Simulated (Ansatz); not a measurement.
I need a rigid torsion scan of C2H6FOSb, SMILES CC[O][SbH][F]. Use Ansatz's Python interface. Use (for the species named): Hartree-Fock, def2-SVP basis, multiplicity 1.

```xyz
11

C    -0.4094   -0.4421    1.6006
C     0.3003    0.3534    0.5164
O     0.2392   -0.3898   -0.6772
Sb    0.9588    0.2716   -2.3628
F    -0.6994    1.3371   -2.8084
H    -0.3697    0.0964    2.5435
H     0.0668   -1.4118    1.7184
H    -1.4464   -0.5981    1.3176
H     1.3443    0.5332    0.8059
H    -0.1917    1.3234    0.3853
H     0.2072   -1.0734   -3.0394
```

Script `c2h6fosb_torsion.py`:
```python
from dataclasses import dataclass
import warnings

import ansatz as az
from ase import Atoms


@dataclass(frozen=True)
class Options:
    basis: str = "def2-SVP"
    functional: str = "hf"
    force_tol: float = 0.02


settings = Options()


def main() -> None:
    warnings.simplefilter("ignore", az.DeckWarning)

    atoms = Atoms(["C", "C", "O", "Sb", "F", "H", "H", "H", "H", "H", "H"], positions=[
        (-0.40938, -0.44214, 1.60061),
        (0.30034, 0.35343, 0.51643),
        (0.2392, -0.38978, -0.67717),
        (0.95878, 0.27161, -2.36278),
        (-0.69942, 1.33708, -2.80841),
        (-0.36974, 0.09644, 2.54346),
        (0.06684, -1.41175, 1.7184),
        (-1.44642, -0.59814, 1.31764),
        (1.34429, 0.53324, 0.80591),
        (-0.19168, 1.32343, 0.38526),
        (0.2072, -1.07342, -3.03935),
    ])

    first = az.Crystal.molecule_from_ase(atoms).calculation()
    first = first.basis(gaussian=settings.basis)
    first = first.functional(settings.functional)
    first = first.relax(force_tolerance=settings.force_tol, max_steps=80)
    atoms.positions = first.run(threads=1).report["positions_ang"]

    start = atoms.get_dihedral(2, 1, 0, 5)
    energies = {}
    for turn in range(0, 121, 20):
        turned = atoms.copy()
        turned.set_dihedral(2, 1, 0, 5, start + turn, indices=[0, 5, 6, 7])
        model = az.Crystal.molecule_from_ase(turned).calculation()
        model = model.basis(gaussian=settings.basis)
        model = model.functional(settings.functional)
        energies[round((start + turn) % 360)] = model.run(threads=1).report["free_energy_ev"]
    floor = min(energies.values())
    print("dihedral O2-C1-C0-H5 (deg)   E - E(min) (kcal/mol)")
    for angle, e in sorted(energies.items()):
        print(f"{angle:8d} {23.060548 * (e - floor):14.3f}  " + "#" * int(30 * (e - floor) / max(max(energies.values()) - floor, 1e-9)))


if __name__ == "__main__":
    main()
```

```console
$ python c2h6fosb_torsion.py
dihedral O2-C1-C0-H5 (deg)   E - E(min) (kcal/mol)
     179          0.000
     199          1.041  #######
     219          3.227  ######################
     239          4.369  ##############################
     259          3.299  ######################
     279          1.117  #######
     299          0.017
```

The scan is rigid and the energies are electronic, in a modest basis. With rigid groups the curve can differ much from the relaxed path, the start wasn't checked as a minimum of this torsion, and equivalent turns needn't return to the same energy. def2 sets replace the cores of elements past krypton by effective core potentials. Wall time of the script: 36 s on 1 thread of Arm Neoverse V2 (shared host), peak memory 0.32 GiB.
